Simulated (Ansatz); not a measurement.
# Ge3Pd (Pm-3m) in Ansatz: reference runs

Reference runs on Ge3Pd: the cell as given and a disturbed copy, and energy against volume gives the equilibrium volume and stiffness.

Everything below comes from runs of Ansatz 0.2.0. Logs are shortened: lines on timing, memory, paths and dates and some standing lists are left out, and cuts for length are marked.

## 1. Starting point

The structure is cubic, space group Pm-3m (No. 221). The conventional cell has a = 4.142 Å, b = 4.142 Å, c = 4.142 Å, α = 90.00°, β = 90.00°, γ = 90.00°. Around Pd (site symmetry m-3m) lie 12 Ge at 2.93 Å. Around Ge (site symmetry 4/mmm) lie 4 Pd at 2.93 Å and 8 Ge at 2.93 Å.

The cell comes from a database or a generator and needn't be the stable form of this composition.

## 2. Single point, PBE

Contents of input.yaml:

```yaml
crystal:
  lattice:
    - [4.142023, 0.0, 0.0]
    - [0.0, 4.142023, 0.0]
    - [0.0, 0.0, 4.142023]
  atoms:
    - { symbol: Pd, position: [0.0, 0.0, 0.0] }
    - { symbol: Ge, position: [0.5, 0.5, 0.0] }
    - { symbol: Ge, position: [0.5, 0.0, 0.5] }
    - { symbol: Ge, position: [0.0, 0.5, 0.5] }
hamiltonian:
  xc: pbe
  pseudopotentials: { kind: paw }
kpoints:
  mp_grid: { grid: [7, 7, 7] }
scf:
  occupations: { method: fermi_dirac, width: 0.05 }
output:
  forces: true
  stress: true
  eigenvalues: true
```

Potentials or basis: Ansatz PAW.

On the command line:

```bash
ansatz run input.yaml --threads 2 --pin off --max-ram 5120MiB --backend cpu --events-out ev --progress --plain --runs-dir out
```

The log of the run:

```text
Warning: RAYON_NUM_THREADS=2 ignored (pool sized by the plan → 2); use --threads N
Engine: ansatz 0.2.0, x86_64-unknown-linux-gnu
Pseudopotentials: kind: paw
Pseudopotential: Pd, paw, valence charge 18, recommended cutoff 420 eV (normal), Pd.paw.azcp
Pseudopotential: Ge, paw, valence charge 14, recommended cutoff 420 eV (normal), Ge.paw.azcp
Functional definition: PBE
  parameter kappa = 0.804
  parameter beta = 0.06672455060314922
  exchange = pbe_x(kappa = kappa, mu = beta*pi^2/3)
  correlation = pbe_c(beta = beta)
Crystal: 4 atoms, lattice volume = 71.062 Å³
Basis set: ecut = 420 eV, 1357 PW (Γ), exchange–correlation on 60×60×60 points (8 copies of the dense FFT grid, shifted against one another)
Bands: 36, of which v1, the nominal top of the filled ones, is band 30 counted from 1 (29 counted from 0)
Symmetry: 48 space group operations
Space group: Pm-3m (ITA 221), of the structure as read, at distance tolerance 4.1e-5 Å
k-points: 20 of 343
Non-local potential: Pd, projectors of the file, l = 0: 2, l = 1: 2, l = 2: 2, l = 3: 1
Non-local potential: Ge, projectors of the file, l = 0: 2, l = 1: 2, l = 2: 3, l = 3: 1
PAW form: soft (Blöchl's): semilocal exchange-correlation on the pseudo side does not see the compensation charge
PAW one-centre angular grid: Pd, 590 points (default); XC on 64 Gauss nodes
PAW one-centre angular grid: Ge, 590 points (default); XC on 64 Gauss nodes
Initial density: superposition of atomic densities (neutral atoms: chi_scale 0, normalization atom), corrected by the library's trained network
Initial wavefunctions: pseudopotential atomic-orbital guess
Functional: x = pbe(κ = 0.804, μ = 0.2195149727645171), c = pbe(β = 0.06672455060314922)
SCF iter   1: F=—  HF=-19857.513045 eV  |F-HF|=—  |Δ(HF+E_count)|=         —  Δρ=3.40e-3  dr2=9.64e-3  ethr=1.77e-3  ⟨swp⟩=5.9  Hψ=2561  notcnv=0
preconditioner: auto → Kerker (q_TF=auto, 2.652 Å⁻¹)  [metal: Δε(μ)=0.065 eV  Ē_g=19.387 eV  σ=0.050 eV  W_gap=0.32  n_scr=26 (ndim 8)  ℏωp=31.8 eV  f_vac=0.000  D(μ)=2.01/eV (n_scr^D=18)]
SCF iter   2: F=—  HF=-19857.513285 eV  |F-HF|=—  |Δ(HF+E_count)|=   2.41e-4  Δρ=1.48e-3  dr2=1.91e-3  ethr=1.61e-5  ⟨swp⟩=2.0  Hψ=1052  notcnv=0
SCF iter   3: F=—  HF=-19857.513207 eV  |F-HF|=—  |Δ(HF+E_count)|=   7.80e-5  Δρ=3.88e-4  dr2=1.31e-4  ethr=3.19e-6  ⟨swp⟩=2.0  Hψ=775  notcnv=0
SCF iter   4: F=—  HF=-19857.513193 eV  |F-HF|=—  |Δ(HF+E_count)|=   1.40e-5  Δρ=7.75e-5  dr2=4.07e-6  ethr=2.18e-7  ⟨swp⟩=2.0  Hψ=899  notcnv=0
SCF iter   5: F=—  HF=-19857.513257 eV  |F-HF|=—  |Δ(HF+E_count)|=   6.39e-5  Δρ=3.19e-5  dr2=4.99e-7  ethr=6.78e-9  ⟨swp⟩=2.0  Hψ=1211  notcnv=0
SCF iter   6: F=-19857.513257 eV  HF=-19857.513257 eV  |F-HF|=5.36e-8  |Δ(HF+E_count)|=   3.93e-7  Δρ=1.25e-5  dr2=8.08e-8  ethr=1.67e-10  ⟨swp⟩=6.6  Hψ=3004  notcnv=0
SCF 1 converged in 6 iterations: F = -19857.513257 eV  dr2 = 8.08e-8
SCF converged after 6 iterations
Free energy (F): -19857.513257 eV
Harris-Foulkes:  -19857.513257 eV  (|F-HF|=5.36e-8)
Internal energy: -19857.495981 eV  (E = F + TS)
E sigma→0 (E₀):  -19857.504619 eV
Entropy (-TS):   -0.017276 eV (-4.319 meV/atom)
Fermi energy:    13.080362 eV
--- Per-component energies (eV) ---
  E_band       = -518.685058
  E_kinetic    = 845.602072
  E_local      = -8330.348744  (includes V_loc(G=0)·N_el)
  E_nonlocal   = 1463.953980
  E_hartree    = 3578.660074
  E_xc         = -395.487594
  E_vxc        = -405.163612  (∫ρ·V_xc dr)
  E_paw        = -9800.220668  (= ΣΔE_a)
  E_vpaw       = -1250.035484  (= ΣTr[D̂ρ^β])
  E_aug_tail   = 0.001246  (compensation charges beyond the density's cutoff)
  E_ewald      = -7219.656347
  E_smearing   = -0.017276  (= −TS)
  E_closure    = 0.000000  (closes the sum)
  Σ components = -19857.513257   (vs F -19857.513257, Δ=0.00e0)
--- Forces (eV/Å), atoms counted from 1 ---
  atom   1  Pd     0.00000000     0.00000000     0.00000000
  atom   2  Ge     0.00000000    -0.00000000     0.00000000
  atom   3  Ge     0.00000000    -0.00000000     0.00000000
  atom   4  Ge     0.00000000    -0.00000000    -0.00000000
  max |Σ_I F_I| component: 9.68e-29 eV/Å
--- Stress (GPa, compression-positive) ---
       -0.099255      -0.000000       0.000000
       -0.000000      -0.099255       0.000000
        0.000000       0.000000      -0.099255
  P = ⅓ Tr σ = -0.0993 GPa (-0.993 kbar)
--- Band table (eV; the first three rows and the last of 20) ---
  k-point 0: bands = ["-71.1563", "-36.9148", "-36.9148", "-36.9148", "-11.7010", "-11.7010", "-11.7010", "-11.6900", "-11.6381", "-11.6381", "-11.5942", "-11.5942", "-11.5942", "-11.5780", "-11.5780", "-11.5393", "-11.5299", "-11.5299", "-11.5299", "0.4100", "7.1171", "7.1171", "9.5988", "9.5988", "9.5988", "10.4271", "10.4271", "10.4271", "11.5080", "11.5080", "13.9403", "16.0638", "16.0638", "16.0638", "18.6982", "18.6982"]
  k-point 1: bands = ["-71.1563", "-36.9151", "-36.9148", "-36.9148", "-11.6998", "-11.6931", "-11.6931", "-11.6847", "-11.6374", "-11.6336", "-11.5953", "-11.5942", "-11.5942", "-11.5822", "-11.5778", "-11.5432", "-11.5385", "-11.5385", "-11.5299", "0.5810", "6.2742", "7.2546", "9.4485", "9.4485", "9.8696", "10.4343", "10.7156", "10.7156", "11.1728", "11.8713", "14.6879", "15.8712", "15.8712", "15.9790", "17.6581", "18.1656"]
  k-point 2: bands = ["-71.1563", "-36.9157", "-36.9148", "-36.9148", "-11.6971", "-11.6709", "-11.6709", "-11.6708", "-11.6354", "-11.6213", "-11.5979", "-11.5949", "-11.5949", "-11.5939", "-11.5776", "-11.5616", "-11.5616", "-11.5538", "-11.5299", "1.0817", "4.7892", "7.6540", "9.2262", "9.2262", "10.3019", "10.3656", "10.4507", "11.3851", "11.3851", "12.4108", "14.8843", "14.8843", "15.8505", "15.8967", "16.7938", "18.2214"]
  k-point 19: bands = ["-71.1563", "-36.9159", "-36.9159", "-36.9159", "-11.6627", "-11.6573", "-11.6573", "-11.6487", "-11.6487", "-11.6442", "-11.6438", "-11.5945", "-11.5889", "-11.5889", "-11.5805", "-11.5805", "-11.5451", "-11.5451", "-11.5396", "4.3299", "4.9184", "4.9184", "7.6825", "8.6823", "8.8030", "8.8030", "10.8478", "10.8478", "11.5326", "11.5326", "11.6558", "13.3289", "19.6836", "19.6836", "20.1527", "20.5638"]
```

Run time: 3.9 s. Hardware: 2 threads of Intel Xeon at 2.50GHz (Skylake/Cascade Lake), shared host; peak memory 0.38 GiB.

Results:

```yaml
Free_energy: -19857.5133 eV
Pressure: -0.1 GPa
Band_gap_on_the_k_mesh: none (metal or under the smearing width)
```

## 3. Single point, PBE (atoms moved at random, drawn with an rms of 0.05 Å)

Contents of input.yaml:

```yaml
crystal:
  lattice:
    - [4.142023, 0.0, 0.0]
    - [0.0, 4.142023, 0.0]
    - [0.0, 0.0, 4.142023]
  atoms:
    - { symbol: Pd, position: [0.00622, -0.004141, -0.016869] }
    - { symbol: Ge, position: [0.500399, 0.496279, 5.7e-05] }
    - { symbol: Ge, position: [0.499462, 0.005685, 0.499023] }
    - { symbol: Ge, position: [0.009616, 0.493489, 0.506108] }
hamiltonian:
  xc: pbe
  pseudopotentials: { kind: paw }
kpoints:
  mp_grid: { grid: [7, 7, 7] }
scf:
  occupations: { method: fermi_dirac, width: 0.05 }
output:
  forces: true
  stress: true
  eigenvalues: true
```

Potentials or basis: Ansatz PAW.

On the command line:

```bash
ansatz run input.yaml --threads 2 --pin off --max-ram 5120MiB --backend cpu --events-out ev --progress --plain --runs-dir out
```

It took 33 s on 2 threads of Intel Xeon at 2.50GHz (Skylake/Cascade Lake), shared host; peak memory 0.59 GiB.

It converged, with:

| Quantity | Value |
| --- | --- |
| Free energy | -19857.5082 eV |
| Pressure | 0.1 GPa |
| Largest force | 0.147 eV/Å |
| Band gap on the k mesh | none (metal or under the smearing width) |

Forces in eV/Å, atoms in the order of the input:
```
Pd  -0.035 -0.048 -0.014
Ge   0.071  0.067  0.106
Ge   0.076 -0.097 -0.036
Ge  -0.112  0.077 -0.056
```

Levels at points of the mesh, in eV from the Fermi level:
| k point | band 27 | band 28 | band 29 | band 30 | band 31 | band 32 | band 33 | band 34 |
| --- | --- | --- | --- | --- | --- | --- | --- | --- |
| (0.00, 0.00, 0.00) | -2.65 | -2.64 | -1.57 | -1.57 | 0.85 | 2.99 | 3.00 | 3.01 |

## 4. Single point, PBE, 16.70 Å³/atom (volume scaled by 0.94)

Contents of input.yaml:

```yaml
crystal:
  lattice:
    - [4.0574681928, 0.0, 0.0]
    - [0.0, 4.0574681928, 0.0]
    - [0.0, 0.0, 4.0574681928]
  atoms:
    - { symbol: Pd, position: [0.0, 0.0, 0.0] }
    - { symbol: Ge, position: [0.5, 0.5, 0.0] }
    - { symbol: Ge, position: [0.5, 0.0, 0.5] }
    - { symbol: Ge, position: [0.0, 0.5, 0.5] }
hamiltonian:
  xc: pbe
  pseudopotentials: { kind: paw }
kpoints:
  mp_grid: { grid: [7, 7, 7] }
scf:
  occupations: { method: fermi_dirac, width: 0.05 }
output:
  forces: true
  stress: true
  eigenvalues: true
  write_density: true
  write_potential: true
  elf: true
  volumetric_format: npy
```

On the command line:

```bash
ansatz run input.yaml --threads 2 --pin off --max-ram 5120MiB --backend cpu --events-out ev --progress --plain --runs-dir out
```

Run time: 5.2 s. Hardware: 2 threads of Intel Xeon at 2.50GHz (Skylake/Cascade Lake), shared host; peak memory 0.39 GiB.

It converged, with:

* Free energy: -19857.4383 eV
* Pressure: 6.1 GPa
* Band gap on the k mesh: none (metal or under the smearing width)

## 5. Single point, PBE, 17.05 Å³/atom (volume scaled by 0.96)

Changes to input.yaml since step 4:

```diff
@@ -2,5 +2,5 @@
   lattice:
-    - [4.0574681928, 0.0, 0.0]
-    - [0.0, 4.0574681928, 0.0]
-    - [0.0, 0.0, 4.0574681928]
+    - [4.0860428539, 0.0, 0.0]
+    - [0.0, 4.0860428539, 0.0]
+    - [0.0, 0.0, 4.0860428539]
   atoms:
@@ -21,5 +21 @@
   eigenvalues: true
-  write_density: true
-  write_potential: true
-  elf: true
-  volumetric_format: npy
```

On the command line:

```bash
ansatz run input.yaml --threads 2 --pin off --max-ram 5120MiB --backend cpu --events-out ev --progress --plain --runs-dir out
```

Wall time 4.1 s (2 threads of Intel Xeon at 2.50GHz (Skylake/Cascade Lake), shared host); peak memory 0.38 GiB.

Results (log left out):

```
Free energy            : -19857.4820 eV
Pressure               : 3.8 GPa
Band gap on the k mesh : none (metal or under the smearing width)
```

## 6. Single point, PBE, 17.41 Å³/atom (volume scaled by 0.98)

Changes to input.yaml since step 5:

```diff
@@ -2,5 +2,5 @@
   lattice:
-    - [4.0860428539, 0.0, 0.0]
-    - [0.0, 4.0860428539, 0.0]
-    - [0.0, 0.0, 4.0860428539]
+    - [4.1142233503, 0.0, 0.0]
+    - [0.0, 4.1142233503, 0.0]
+    - [0.0, 0.0, 4.1142233503]
   atoms:
```

Potentials or basis: Ansatz PAW.

On the command line:

```bash
ansatz run input.yaml --threads 2 --pin off --max-ram 5120MiB --backend cpu --events-out ev --progress --plain --runs-dir out
```

Run time: 4.3 s. Hardware: 2 threads of Intel Xeon at 2.50GHz (Skylake/Cascade Lake), shared host; peak memory 0.38 GiB.

Results (log left out):

```yaml
Free_energy: -19857.5062 eV
Pressure: 1.7 GPa
Band_gap_on_the_k_mesh: none (metal or under the smearing width)
```

## 7. Single point, PBE, 17.77 Å³/atom

Changes to input.yaml since step 6:

```diff
@@ -2,5 +2,5 @@
   lattice:
-    - [4.1142233503, 0.0, 0.0]
-    - [0.0, 4.1142233503, 0.0]
-    - [0.0, 0.0, 4.1142233503]
+    - [4.142023, 0.0, 0.0]
+    - [0.0, 4.142023, 0.0]
+    - [0.0, 0.0, 4.142023]
   atoms:
```

On the command line:

```bash
ansatz run input.yaml --threads 2 --pin off --max-ram 5120MiB --backend cpu --events-out ev --progress --plain --runs-dir out
```

Wall time 4.2 s (2 threads of Intel Xeon at 2.50GHz (Skylake/Cascade Lake), shared host); peak memory 0.38 GiB.

The run converged. Its results:

```
Free energy            : -19857.5133 eV
Pressure               : -0.1 GPa
Band gap on the k mesh : none (metal or under the smearing width)
```

## 8. Single point, PBE, 18.12 Å³/atom (volume scaled by 1.02)

Changes to input.yaml since step 7:

```diff
@@ -2,5 +2,5 @@
   lattice:
-    - [4.142023, 0.0, 0.0]
-    - [0.0, 4.142023, 0.0]
-    - [0.0, 0.0, 4.142023]
+    - [4.1694544153, 0.0, 0.0]
+    - [0.0, 4.1694544153, 0.0]
+    - [0.0, 0.0, 4.1694544153]
   atoms:
```

On the command line:

```bash
ansatz run input.yaml --threads 2 --pin off --max-ram 5120MiB --backend cpu --events-out ev --progress --plain --runs-dir out
```

Wall time 4.7 s (2 threads of Intel Xeon at 2.50GHz (Skylake/Cascade Lake), shared host); peak memory 0.39 GiB.

It converged, with:

- Free energy: -19857.5051 eV
- Pressure: -1.7 GPa
- Band gap on the k mesh: none (metal or under the smearing width)

## 9. Single point, PBE, 18.48 Å³/atom (volume scaled by 1.04)

Changes to input.yaml since step 8:

```diff
@@ -2,5 +2,5 @@
   lattice:
-    - [4.1694544153, 0.0, 0.0]
-    - [0.0, 4.1694544153, 0.0]
-    - [0.0, 0.0, 4.1694544153]
+    - [4.1965295533, 0.0, 0.0]
+    - [0.0, 4.1965295533, 0.0]
+    - [0.0, 0.0, 4.1965295533]
   atoms:
```

Potentials or basis: Ansatz PAW.

On the command line:

```bash
ansatz run input.yaml --threads 2 --pin off --max-ram 5120MiB --backend cpu --events-out ev --progress --plain --runs-dir out
```

Run time: 4.4 s. Hardware: 2 threads of Intel Xeon at 2.50GHz (Skylake/Cascade Lake), shared host; peak memory 0.38 GiB.

The run converged. Its results:

| Item | Value |
| --- | --- |
| Free energy | -19857.4834 eV |
| Pressure | -3.1 GPa |
| Band gap on the k mesh | none (metal or under the smearing width) |

## 10. Single point, PBE, 18.83 Å³/atom (volume scaled by 1.06)

Changes to input.yaml since step 9:

```diff
@@ -2,5 +2,5 @@
   lattice:
-    - [4.1965295533, 0.0, 0.0]
-    - [0.0, 4.1965295533, 0.0]
-    - [0.0, 0.0, 4.1965295533]
+    - [4.2232597616, 0.0, 0.0]
+    - [0.0, 4.2232597616, 0.0]
+    - [0.0, 0.0, 4.2232597616]
   atoms:
@@ -21 +21,5 @@
   eigenvalues: true
+  write_density: true
+  write_potential: true
+  elf: true
+  volumetric_format: npy
```

On the command line:

```bash
ansatz run input.yaml --threads 2 --pin off --max-ram 5120MiB --backend cpu --events-out ev --progress --plain --runs-dir out
```

Run time: 6.1 s. Hardware: 2 threads of Intel Xeon at 2.50GHz (Skylake/Cascade Lake), shared host; peak memory 0.39 GiB.

It converged, with:

```yaml
Free_energy: -19857.4498 eV
Pressure: -4.4 GPa
Band_gap_on_the_k_mesh: none (metal or under the smearing width)
```

## 11. Equation of state, PBE

No new run: the results of the series are fitted here.

Results:

- Equilibrium volume: 17.74 Å³/atom
- Bulk modulus: 86 GPa
- Pressure derivative of the bulk modulus: 5.1

Energy against volume, from the lowest point:
| volume (Å³/atom) | energy (meV/atom) |
| --- | --- |
| 16.700 | 18.74 |
| 17.055 | 7.82 |
| 17.410 | 1.76 |
| 17.766 | 0.00 |
| 18.121 | 2.05 |
| 18.476 | 7.46 |
| 18.831 | 15.87 |

## 12. Overview

| task | cell | gap on the mesh (eV) | pressure (GPa) |
| --- | --- | --- | --- |
| single point | as given | none | -0.1 |
| single point | atoms moved at random, drawn with an rms of 0.05 Å | none | 0.1 |
| equation of state | as given | - | - |

Alike in all rows: level PBE; potentials or basis Ansatz PAW; no spin polarisation; k mesh 7 × 7 × 7; cutoff (eV) 420; smearing fermi-dirac 0.05 eV.

Total energies depend on the potentials used, so only differences within one code and one set of settings carry meaning.
